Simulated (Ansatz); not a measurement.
Run this with the Python package of Ansatz (0.2.0) and show what comes out.

Input file `scf.yaml`:
```yaml
crystal:
  lattice:
    - [2.711096, 1.565252, 5.050449]
    - [-2.711096, 1.565252, 5.050449]
    - [0.0, -3.130504, 5.050449]
  atoms:
    - { symbol: Li, position: [0.833767, 0.833767, 0.833767] }
    - { symbol: Li, position: [0.166233, 0.166233, 0.166233] }
    - { symbol: Mg, position: [0.330415, 0.0, 0.669585] }
    - { symbol: Mg, position: [0.0, 0.669585, 0.330415] }
    - { symbol: Mg, position: [0.5, 0.5, 0.5] }
    - { symbol: Mg, position: [0.669585, 0.330415, 0.0] }
kpoints:
  mp_grid: { grid: [5, 5, 5] }
hamiltonian:
  xc: pbesol
scf:
  occupations: { method: cold, width: 0.05 }
output:
  forces: true
```

The script, `yaml_run_limg2.py`:
```python
import warnings

import ansatz as az
import yaml

warnings.simplefilter("ignore", az.DeckWarning)

with open("scf.yaml") as handle:
    tree = yaml.safe_load(handle)
print("sections:", list(tree))
done = az.Session.from_dict(tree).plan(threads=1).execute()
r = done.report

energy = r["free_energy_ev"]
print("LiMg2: {:.6f} eV = {:.6f} Ry = {:.6f} Ha".format(energy, energy / 13.605693, energy / 27.211386))
print("Fermi level {:.4f} eV, {} k-points, {} symmetry operations".format(r["fermi_energy_ev"], r["n_kpoints"], r["n_symmetry_ops"]))

print("forces (eV/A)")
for site, force in zip(done.lattice.sites, r["forces_ev_ang"]):
    print(f"  {site.symbol:2s} {force[0]:9.4f} {force[1]:9.4f} {force[2]:9.4f}")

terms = r["components"]
print({name: round(terms[name], 3) for name in ("e_kinetic", "e_hartree", "e_xc", "e_local", "e_nonlocal")})

print("doubts on the final state:", r["published_state_doubts"] or "none")
print("warnings:", sorted({n["data"]["kind"] for n in done.notices if n["data"].get("severity") in ("warning", "doubt")}) or "none")
```

Running `python yaml_run_limg2.py` prints:
```text
sections: ['crystal', 'kpoints', 'hamiltonian', 'scf', 'output']
LiMg2: -8054.381796 eV = -591.986148 Ry = -295.993074 Ha
Fermi level 4.2626 eV, 19 k-points, 6 symmetry operations
forces (eV/A)
  Li   -0.0000    0.0000   -0.0212
  Li   -0.0000   -0.0000    0.0212
  Mg   -0.0003   -0.0006    0.0000
  Mg   -0.0003    0.0006   -0.0000
  Mg   -0.0000    0.0000   -0.0000
  Mg    0.0007    0.0000    0.0000
{'e_kinetic': 342.139, 'e_hartree': 2574.077, 'e_xc': -132.519, 'e_local': -7140.504, 'e_nonlocal': 319.275}
doubts on the final state: none
warnings: none
```

Caveats:
- Total energies depend on the potentials; only differences at equal settings carry meaning. A total without «per atom» is that of the cell as typed.
- The energy terms are those on the plane-wave grid, with the one-centre PAW part apart; the terms shown are only some of the summands, so they needn't add up to F.
- The mesh is modest for a metal, so energies can be off by several to tens of meV an atom and pressures by half a GPa or more; differences at equal mesh fare better.
- Only differences from the Fermi energy are physical; the zero of the scale is a convention.
- This cell is a computed structure, which may not be the phase found in nature.
- It ran for 4.9 s on 1 thread of Arm Neoverse V1, on a shared host, peak memory 0.38 GiB.

(Lines on the test bed's own set-up are left out of the output.)
